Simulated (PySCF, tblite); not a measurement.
# C₄H₁₂OSi: geometry, infrared bands and NMR shifts

Wanted: the infrared bands and NMR shifts of C₄H₁₂OSi (`CC(C)CO[SiH3]`), by calculation.

Programs: tblite 0.8.0 and PySCF 2.14.0, with density-fitted response routines of our own. Each step states its level of theory. These are calculated values for one molecule in the gas phase, unless marked as measured. Atoms are numbered from 0 throughout.

## Step 1: The molecule as given

18 atoms, charge 0, multiplicity 1; geometry from: force field or distance geometry start.

Bonds of the start (Å): C0–C1 1.51, C1–C2 1.54, C1–C3 1.54, C3–O4 1.43, O4–Si5 1.66, C0–H6 1.10, C0–H7 1.09, C0–H8 1.10, C1–H9 1.09, C2–H10 1.09, C2–H11 1.10, C2–H12 1.10, C3–H13 1.10, C3–H14 1.09, Si5–H15 1.48, Si5–H16 1.49, Si5–H17 1.49.

## Step 2: Optimising the geometry with GFN2-xTB

Job settings and geometry (Å):

```
{"job": {"kind": "relax", "xc": "GFN2-xTB", "basis": "xTB"}, "charge": 0, "multiplicity": 1}
C     -1.721700     1.109600    -0.883100
C     -0.876000    -0.081600    -0.494500
C     -1.577400    -0.927000     0.581300
C      0.507400     0.388500    -0.003400
O      1.326500    -0.760000     0.257400
Si     2.872500    -0.517500     0.800700
H     -1.903500     1.780700    -0.033200
H     -1.238200     1.698900    -1.668200
H     -2.699500     0.781600    -1.259200
H     -0.734200    -0.726100    -1.361600
H     -1.015500    -1.823500     0.825500
H     -1.740500    -0.353500     1.501000
H     -2.573800    -1.247200     0.228400
H      0.400800     0.973700     0.920100
H      0.969200     1.019300    -0.763700
H      3.619900     0.303400    -0.171400
H      2.824400     0.216200     2.096700
H      3.550800    -1.829200     0.988900
```

The run is started by

```
OMP_NUM_THREADS=1 python probes_run.py task.json out
```

One launch serves the whole session: the jobs run in the order shown.

**Question.** This job is followed by: GFN2-xTB harmonic vibrations, gas phase; GIAO PBE0/pcSseg-1 NMR shielding, non-relativistic, gas phase. What will the session give for the following? strongest single infrared mode (GFN2-xTB); zero-point energy (GFN2-xTB); ¹³C shifts against TMS (PBE0/pcSseg-1, means over atoms taken as alike); ¹H shifts against TMS (PBE0/pcSseg-1, means over atoms taken as alike); ¹⁷O shifts against H2O (PBE0/pcSseg-1); ²⁹Si shifts against TMS (PBE0/pcSseg-1); surface potential, 1st and 99th percentile.

The runs gave:

| quantity | value |
| --- | --- |
| strongest single infrared mode (GFN2-xTB) | 2201 cm⁻¹, 413 km/mol |
| zero-point energy (GFN2-xTB) | 93.5 kcal/mol |
| ¹³C shifts against TMS (PBE0/pcSseg-1, means over atoms taken as alike) | 75.5, 35.6, 20.7 ppm |
| ¹H shifts against TMS (PBE0/pcSseg-1, means over atoms taken as alike) | 4.91, 3.45, 1.75, 0.96 ppm |
| ¹⁷O shifts against H2O (PBE0/pcSseg-1) | 18.0 ppm |
| ²⁹Si shifts against TMS (PBE0/pcSseg-1) | -38.3 ppm |
| surface potential, 1st and 99th percentile | -1.12 V and 1.20 V |

**Reading.** Over 62 steps the energy fell by 0.169 eV; of the close pairs, O4–Si5 changed most, 1.657 to 1.616 Å. No mode is imaginary among the 48: a minimum at this level. The strongest single mode, at 2201 cm⁻¹, moves mainly H15 and H16. GFN2-xTB is a fitted tight-binding method: band positions and strengths are rough. Its intensities can rank the bands wrongly. At PBE0/pcSseg-1: Shielding is most anisotropic at Si5 (span 133 ppm, paramagnetic term -493 ppm).
